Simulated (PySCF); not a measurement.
# C₃H₂F₆: NMR shifts and electronic excitations in gas and solvents, part 2 of 2

PySCF 2.14.0. Atoms count from 0.

## 7. Excited states and response: CAM-B3LYP/def2-SVPD

The job: settings as JSON, then the geometry in Å.

```
{"job": {"kind": "uv", "xc": "CAM-B3LYP", "basis": "def2-SVPD", "dynamic": true, "nstates": 6, "ntriplets": 0}, "charge": 0, "multiplicity": 1}
F      0.768174     1.693283    -0.782071
C      0.935314     0.349465    -0.883836
C      0.346422    -0.350658     0.324237
F      0.496423    -1.676154     0.136801
F      1.004596    -0.000333     1.441536
C     -1.151812    -0.080778     0.564967
F     -1.348454     1.165021     0.962995
F     -1.827545    -0.282227    -0.565104
F     -1.620133    -0.906386     1.488493
H      0.440811    -0.028649    -1.792071
H      2.008084     0.097155    -0.913859
```

Level: TDDFT CAM-B3LYP/def2-SVPD, vertical, gas phase, core orbitals frozen in the response.

Standard output:

```text
coarse grid: 11016 points
cycle   1  E = -713.5423301126  dE =  1.641e+00  |g| = 1.208e+00  |ddm| = 3.956e+00
cycle   2  E = -713.3911219544  dE =  1.512e-01  |g| = 1.626e+00  |ddm| = 2.293e+00
cycle   3  E = -713.8031701927  dE = -4.120e-01  |g| = 7.115e-02  |ddm| = 1.257e+00
cycle   4  E = -713.8039038848  dE = -7.337e-04  |g| = 2.915e-02  |ddm| = 9.490e-02
cycle   5  E = -713.8040360586  dE = -1.322e-04  |g| = 1.055e-02  |ddm| = 3.505e-02
cycle   6  E = -713.8040529553  dE = -1.690e-05  |g| = 2.507e-03  |ddm| = 9.618e-03
cycle   7  E = -713.8040540685  dE = -1.113e-06  |g| = 4.773e-04  |ddm| = 3.014e-03
final grid: 113992 points
cycle   8  E = -713.8973029047  dE = -3.748e-05  |g| = 6.096e-03  |ddm| = 4.906e-02
cycle   9  E = -713.8973003168  dE =  2.588e-06  |g| = 7.471e-03  |ddm| = 9.861e-03
cycle  10  E = -713.8973086736  dE = -8.357e-06  |g| = 3.222e-04  |ddm| = 5.037e-03
cycle  11  E = -713.8973086908  dE = -1.717e-08  |g| = 1.513e-04  |ddm| = 5.329e-04
cycle  12  E = -713.8973086950  dE = -4.141e-09  |g| = 3.410e-05  |ddm| = 1.824e-04
cycle  13  E = -713.8973086951  dE = -1.764e-10  |g| = 1.032e-05  |ddm| = 3.556e-05
converged SCF energy = -713.8973086951

Static polarisability (au): isotropic 42.569, principal 41.070 42.414 44.223

Singlet excitations
state   eV       nm        f      main configurations
  1   9.4505    131.2   0.00944   H->L+1 0.56, H->L 0.30
  2   9.7705    126.9   0.00557   H-1->L 0.50, H-1->L+1 0.42
  3  10.1516    122.1   0.00897   H->L 0.61, H->L+1 0.30
  4  10.5755    117.2   0.04725   H-1->L 0.33, H-1->L+1 0.30, H-1->L+2 0.14
  5  10.5930    117.0   0.03606   H->L+2 0.33, H->L+4 0.27, H->L+3 0.11
  6  11.0796    111.9   0.05647   H-2->L+1 0.34, H->L+2 0.20, H->L+3 0.14
```

It took 57 s on 1 thread of Intel Xeon Platinum 8488C, shared host; peak memory 0.99 GiB.

The orbitals next to the gap, with their largest atomic shares:

```csv
orbital,eV,atoms
HOMO−3,-14.09,"F6 26 %, F7 24 %, F4 19 %"
HOMO−2,-13.47,"F0 28 %, F3 12 %, C2 12 %"
HOMO−1,-12.48,"F0 48 %, C1 24 %, H9 12 %"
HOMO,-11.92,"F0 20 %, C2 17 %, C1 15 %"
LUMO,1.13,"C1 27 %, H9 13 %, H10 11 %"
LUMO+1,1.46,"F3 23 %, F0 11 %, C2 10 %"
LUMO+2,1.90,"H10 16 %, F6 14 %, F8 13 %"
```

With each of the 6 states as a Gaussian band of 0.4 eV half-width at 1/e, the curve within the window shown has maxima at 116 nm (ε 4,100) L/(mol cm). Beyond the last state computed it falls off for lack of states. The curve at chosen wavelengths:

nm, ε (L/mol/cm) and a bar:
```
      109       1367 ##########
      110       1964 ##############
      111       2542 ###################
      113       3427 #########################
      114       3739 ###########################
      115       3972 #############################
      116       4084 ##############################
      118       3738 ###########################
      119       3273 ########################
      120       2703 ####################
      121       2124 ###############
      123       1222 #########
      124        947 #######
      125        773 #####
      126        676 #####
      128        603 ####
      129        586 ####
      130        564 ####
      131        530 ####
      133        417 ###
      134        347 ##
      135        276 ##
      136        209 #
      138        105 
      139         70 
      140         44
```

Leading natural transition orbitals of singlet state 6: the hole lies on F3, F4 about 17 % each; C2, C5 about 15 % each; F6, F7, F8 about 8 % each; the particle on H10 21 %; C2 14 %; F3, F7, F8 about 11 % each.

Leading natural transition orbitals of singlet state 1: the hole lies on F0 27 %; C1, C2 about 15 % each; F3, F4 about 10 % each; the particle on F0 22 %; C1, C2 about 14 % each; H9, H10 about 12 % each.

Further results of this job:

| property | computed |
| --- | --- |
| dipole moment (D) | 2.07 |
| polarisability (Å³) | 6.31 |
| HOMO–LUMO gap (eV) | 13.06 |
| −ε(HOMO) (eV) | 11.92 |
| C6 with itself (au) | 1108 |

The fields below are evaluated on a grid from the run's orbitals.

Frontier orbitals at CAM-B3LYP/def2-SVPD, with the share of their density that lies nearest to each atom:

```csv
orbital,energy (eV),lies on
HOMO,-11.92,"F0 19 %; C2 16 %; F3, F4 about 12 % each"
LUMO,1.13,"H9, H10 about 23 % each; F0 15 %; F4, F7 about 9 % each"
```

ELF in a plane through or near 5 of the atoms.

Ten even steps from ' ' (0.00) to '@' (1.00):
```
                                                        
                                                        
                                                        
                                                        
                ........                                
                ::------..                              
                ::::--::                                
                ..------..    ..::--::..                
              ::----::--==::::--::..--::  ....          
        ..==##%%%%--##--%%####%%::**--****##++--        
        --%%@@@@@@%%::**@@****@@**--######%%**==        
        ++@@@@@@@@@@++##**--::****--##++==##**--        
        ::%%@@@@@@##....--====--..  **%%%%%%==::        
          ::##%%++..    ::====::    --****++::..        
                      ..--====--      ..::..            
                        ::----::                        
                          ..                            
                                                        
                                                        
                                                        
```
The map spans 9.8 Å across and 8.2 Å up, centred on the molecule. Atoms in the plane (x, y in Å): C1 (-1.3, 0.2), C2 (0.0, -0.6), C5 (1.3, 0.2), F8 (2.3, -0.6), H10 (-2.1, -0.5).

log10 of the density (e/Å³) in the same plane.

Values, 10 rows by 14 columns:
```
-4.0 -4.0 -4.0 -4.0 -4.0 -4.0 -4.0 -4.0 -4.0 -4.0 -4.0 -4.0 -4.0 -4.0
-4.0 -4.0 -4.0 -3.7 -3.4 -3.2 -3.4 -3.5 -3.4 -3.4 -3.7 -4.0 -4.0 -4.0
-4.0 -4.0 -3.6 -2.7 -1.9 -1.6 -2.1 -2.5 -2.0 -2.0 -2.6 -3.4 -4.0 -4.0
-4.0 -4.0 -3.1 -1.9 -0.9 -0.5 -1.1 -1.5 -0.8 -0.8 -1.6 -2.7 -3.5 -4.0
-4.0 -3.7 -2.6 -1.4 -0.3  0.4 -0.4 -0.6  0.1  0.0 -0.8 -1.5 -2.8 -3.7
-4.0 -3.4 -2.1 -0.7  0.2  0.4  0.2  0.2  0.3  0.3  0.7 -0.5 -2.1 -3.6
-4.0 -3.5 -2.3 -1.1 -0.6 -0.8 -0.1  0.1 -0.7 -0.1  0.6 -0.7 -2.2 -3.8
-4.0 -4.0 -3.3 -2.5 -2.2 -1.6 -0.7 -0.4 -1.3 -1.7 -1.5 -2.1 -3.3 -4.0
-4.0 -4.0 -4.0 -3.9 -3.4 -2.7 -1.9 -1.8 -2.4 -3.1 -3.4 -3.8 -4.0 -4.0
-4.0 -4.0 -4.0 -4.0 -4.0 -3.7 -3.5 -3.4 -3.6 -4.0 -4.0 -4.0 -4.0 -4.0
```
The map spans 9.8 Å across and 8.2 Å up, centred on the molecule. Atoms in the plane (x, y in Å): C1 (-1.3, 0.2), C2 (0.0, -0.6), C5 (1.3, 0.2), F8 (2.3, -0.6), H10 (-2.1, -0.5).

On the surface of density 0.002 e/bohr³ the electrostatic potential runs, from the 1st to the 99th percentile, from -0.58 V near F0 to 1.56 V near H10.

## 8. TDDFT and polarisability: CAM-B3LYP/def2-SVPD in acetonitrile

Settings changed since step 7:

```diff
@@ -1,2 +1,2 @@
-{"job": {"kind": "uv", "xc": "CAM-B3LYP", "basis": "def2-SVPD", "dynamic": true, "nstates": 6, "ntriplets": 0}, "charge": 0, "multiplicity": 1}
+{"job": {"kind": "uv", "xc": "CAM-B3LYP", "basis": "def2-SVPD", "solvent": "acetonitrile", "nstates": 6, "ntriplets": 0}, "charge": 0, "multiplicity": 1}
 F      0.768174     1.693283    -0.782071
```

With the program's defaults for keys left out, this is: TDDFT CAM-B3LYP/def2-SVPD, vertical, IEF-PCM acetonitrile (non-equilibrium linear response), core orbitals frozen in the response.

Standard output:

```text
coarse grid: 11016 points
cycle   1  E = -713.5538395755  dE =  1.630e+00  |g| = 1.194e+00  |ddm| = 3.956e+00
cycle   2  E = -713.4217124259  dE =  1.321e-01  |g| = 1.575e+00  |ddm| = 2.311e+00
cycle   3  E = -713.8091856275  dE = -3.875e-01  |g| = 7.087e-02  |ddm| = 1.254e+00
cycle   4  E = -713.8099375181  dE = -7.519e-04  |g| = 2.684e-02  |ddm| = 9.413e-02
cycle   5  E = -713.8100560326  dE = -1.185e-04  |g| = 8.474e-03  |ddm| = 3.206e-02
cycle   6  E = -713.8100668377  dE = -1.081e-05  |g| = 2.479e-03  |ddm| = 8.694e-03
cycle   7  E = -713.8100679214  dE = -1.084e-06  |g| = 3.293e-04  |ddm| = 2.880e-03
final grid: 113992 points
cycle   8  E = -713.9033033158  dE = -3.764e-05  |g| = 6.057e-03  |ddm| = 4.907e-02
cycle   9  E = -713.9033009610  dE =  2.355e-06  |g| = 7.345e-03  |ddm| = 9.872e-03
cycle  10  E = -713.9033090221  dE = -8.061e-06  |g| = 3.050e-04  |ddm| = 4.975e-03
cycle  11  E = -713.9033090376  dE = -1.553e-08  |g| = 1.486e-04  |ddm| = 5.253e-04
cycle  12  E = -713.9033090417  dE = -4.083e-09  |g| = 2.991e-05  |ddm| = 1.855e-04
cycle  13  E = -713.9033090419  dE = -1.401e-10  |g| = 9.716e-06  |ddm| = 3.418e-05
converged SCF energy = -713.9033090419

Static polarisability (au): isotropic 52.006, principal 50.831 52.507 52.681

Singlet excitations
state   eV       nm        f      main configurations
  1   9.4489    131.2   0.00814   H->L+1 0.62, H->L 0.24
  2   9.6726    128.2   0.00394   H-1->L+1 0.53, H-1->L 0.37
  3  10.1734    121.9   0.00289   H->L 0.64, H->L+1 0.23
  4  10.5988    117.0   0.04511   H->L+2 0.26, H->L+3 0.21, H->L+4 0.14
  5  10.6306    116.6   0.03021   H-1->L 0.30, H-1->L+2 0.19, H-1->L+1 0.18
  6  11.1080    111.6   0.12572   H->L+2 0.45, H->L+3 0.35
```

Run time: 41 s. Hardware: 1 thread of Intel Xeon Platinum 8488C, shared host; peak memory 1 GiB.

This run: HOMO -11.70 eV, LUMO 1.34 eV; lowest singlet 9.45 eV.

## 9. Ultraviolet spectrum: CAM-B3LYP/def2-SVPD in chloroform

Settings changed since step 8:

```diff
@@ -1,2 +1,2 @@
-{"job": {"kind": "uv", "xc": "CAM-B3LYP", "basis": "def2-SVPD", "solvent": "acetonitrile", "nstates": 6, "ntriplets": 0}, "charge": 0, "multiplicity": 1}
+{"job": {"kind": "uv", "xc": "CAM-B3LYP", "basis": "def2-SVPD", "solvent": "chloroform", "nstates": 6, "ntriplets": 0}, "charge": 0, "multiplicity": 1}
 F      0.768174     1.693283    -0.782071
```

Method: TDDFT CAM-B3LYP/def2-SVPD, vertical, IEF-PCM chloroform (non-equilibrium linear response), core orbitals frozen in the response.

Standard output:

```text
coarse grid: 11016 points
cycle   1  E = -713.5507219466  dE =  1.633e+00  |g| = 1.198e+00  |ddm| = 3.956e+00
cycle   2  E = -713.4133448274  dE =  1.374e-01  |g| = 1.589e+00  |ddm| = 2.303e+00
cycle   3  E = -713.8074967764  dE = -3.942e-01  |g| = 7.061e-02  |ddm| = 1.253e+00
cycle   4  E = -713.8082379750  dE = -7.412e-04  |g| = 2.729e-02  |ddm| = 9.354e-02
cycle   5  E = -713.8083588068  dE = -1.208e-04  |g| = 8.838e-03  |ddm| = 3.256e-02
cycle   6  E = -713.8083705519  dE = -1.175e-05  |g| = 2.491e-03  |ddm| = 8.813e-03
cycle   7  E = -713.8083716418  dE = -1.090e-06  |g| = 3.583e-04  |ddm| = 2.889e-03
final grid: 113992 points
cycle   8  E = -713.9016105629  dE = -3.760e-05  |g| = 6.063e-03  |ddm| = 4.907e-02
cycle   9  E = -713.9016081518  dE =  2.411e-06  |g| = 7.372e-03  |ddm| = 9.854e-03
cycle  10  E = -713.9016162762  dE = -8.124e-06  |g| = 3.095e-04  |ddm| = 4.981e-03
cycle  11  E = -713.9016162921  dE = -1.595e-08  |g| = 1.493e-04  |ddm| = 5.256e-04
cycle  12  E = -713.9016162962  dE = -4.095e-09  |g| = 3.083e-05  |ddm| = 1.844e-04
cycle  13  E = -713.9016162964  dE = -1.457e-10  |g| = 9.821e-06  |ddm| = 3.447e-05
converged SCF energy = -713.9016162964

Static polarisability (au): isotropic 49.131, principal 47.810 49.424 50.159

Singlet excitations
state   eV       nm        f      main configurations
  1   9.4507    131.2   0.00946   H->L+1 0.61, H->L 0.25
  2   9.6998    127.8   0.00514   H-1->L+1 0.50, H-1->L 0.41
  3  10.1810    121.8   0.00345   H->L 0.63, H->L+1 0.24
  4  10.5826    117.2   0.05815   H->L+2 0.24, H-1->L 0.14, H->L+4 0.13
  5  10.6157    116.8   0.03489   H-1->L 0.24, H-1->L+1 0.15, H-1->L+2 0.14
  6  11.1051    111.6   0.12061   H->L+2 0.38, H->L+3 0.32, H-2->L+1 0.12
```

It took 42 s on 1 thread of Intel Xeon Platinum 8488C, shared host; peak memory 1 GiB.

Key values: HOMO -11.75 eV, LUMO 1.32 eV; lowest singlet 9.45 eV.

## 10. Side by side: NMR shifts

Shifts (ppm) of some atoms, chosen among heavy atoms and hydrogens apart, means over like atoms, with basis size and wall time (the measured row can stand on another reference than the computed rows):

```csv
run,C5,C2,H9,F6,F3,F0,functions,time
PBE0/pcSseg-1 in acetonitrile,125.5,116.5,5.01,-93.9,-143.1,-265.6,163,19 s
PBE0/pcSseg-1 in chloroform,125.2,116.0,4.91,-94.4,-143.4,-264.6,163,18 s
WP04/pcSseg-1 in chloroform,129.2,120.5,4.92,-88.6,-135.0,-248.0,163,21 s
wB97X-D/pcSseg-1 in chloroform,125.1,116.4,4.92,-87.2,-136.2,-256.4,163,26 s
measured,–,–,–,–,–,-243.0,–,–
```

Measured: Wikipedia, Fluorine-19 nuclear magnetic resonance spectroscopy.

## 11. Comparing the runs: electronic excitations

Excitations and ground-state properties, with basis size and wall time:

```csv
run,lowest singlet (eV),brightest (eV),f,gap (eV),α (Å³),μ (D),functions,time
CAM-B3LYP/def2-SVPD,9.45,11.08,0.056,13.06,6.31,2.07,214,57 s
CAM-B3LYP/def2-SVPD in acetonitrile,9.45,11.11,0.126,13.04,7.71,2.62,214,41 s
CAM-B3LYP/def2-SVPD in chloroform,9.45,11.11,0.121,13.07,7.28,2.46,214,42 s
```

The continuum's effect on the ground state:

```
     solvent      ε  polarisation energy (Eh)  μ (D)
  chloroform   4.71                   -0.0048   2.46
acetonitrile  35.69                   -0.0069   2.62
```

## 12. What came out

The summary covers parts 1 to 2.

| quantity | value |
| --- | --- |
| point group | C1 |
| rotational constants (main isotopes) | 2.07, 1.56, 1.32 GHz |
| ¹³C shifts against TMS (PBE0/pcSseg-1, acetonitrile) | 125.5, 116.5, 82.4 ppm |
| ¹H shifts against TMS (PBE0/pcSseg-1, acetonitrile, means over atoms taken as alike) | 5.01 ppm |
| ¹⁹F shifts against CFCl3 (PBE0/pcSseg-1, acetonitrile, means over atoms taken as alike) | -93.9, -143.1, -265.6 ppm |
| measured, and computed on the same scale | F0 δ -243.0, -265.6 ppm |
| lowest singlet (CAM-B3LYP/def2-SVPD) | 9.45 eV (131 nm), f = 0.009 |
| brightest single state of those computed | state 6, 11.08 eV, f = 0.056 |
| surface potential, 1st and 99th percentile | -0.58 V and 1.56 V |
| range of the shift of F0 (PBE0/pcSseg-1 runs) | -265.6 to -264.6 ppm |
| range of the lowest singlet | 9.45 to 9.45 eV |

What this shows: Relaxing lowered the energy by 0.087 eV in 8 steps; the close pair that moved most is C1–C2, from 1.541 to 1.515 Å. No frequency check was run at this level, so the end point may be a saddle. The one measured ¹⁹F shift is missed by -22.6 ppm (computed less measured, unscaled). Vibration and temperature are missing from the calculation, and it holds one conformer, so part of the miss against the measured shifts is not the functional's. The first singlet state (HOMO→LUMO+1 0.56, HOMO→LUMO 0.30) lies at 9.45 eV and is weak; of the 6 states computed, the strongest absorption comes from states 4 to 5 together at 10.58 eV (the last state computed is bright too, and its partners may lie past the list). At one level, PBE0/pcSseg-1: Across the 2 runs the shift of F0 moves most, between -265.6 (PBE0/pcSseg-1 in acetonitrile) and -264.6 ppm (PBE0/pcSseg-1 in chloroform). The continuum holds electrostatics alone: no hydrogen bonds to the solvent, and the gas-phase geometry is kept.
